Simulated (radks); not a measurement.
**Cu²⁺ in [Ar] 3d8.5 4f0.5: an all-electron calculation**

What are the levels of the copper ion Cu2+, how large are its shells, and how does its energy divide?

Method: non-relativistic Kohn-Sham, revPBE, spin-polarised, spherical densities, point nucleus; open shells are filled with parallel spins first. Code: radks (a radial shooting solver on a logarithmic mesh, Libxc functionals) version 1.

**1. What is computed**

* element: copper (Z = 29)
* charge: +2
* electrons: 27
* configuration: [Ar] 3d8.5 4f0.5

**2. Self-consistent calculation**

The run's settings:

```text
Z 29
configuration [Ar] 3d8.5 4f0.5
relativity non-relativistic
functional pbe_r,pbe
spin polarised
nucleus point
```

The run is started by

```console
> python run_ks.py task.json out
```

The same process makes all the runs of this session.

What does the calculation give?

**Answer**, as computed:

| quantity | value |
| --- | --- |
| total energy | -1638.87222 hartree |
| exchange-correlation share of it | 4.04 % |
| −T/E | 0.9993 |
| highest occupied level | 4f up, -5.648 eV |
| most extended occupied level | 4f up, <r> = 6.54 bohr |
| radius at density 0.001 e/bohr³ | 2.83 bohr |
| maxima of the radial density | 4 |

What this shows: The radial density shows 4 maxima for 4 occupied principal shells. −T/E = 0.9993, near the virial value of 1. This is not the tabulated ground configuration, so its levels and sizes aren't those of the ground state, and no measured value stands beside it.
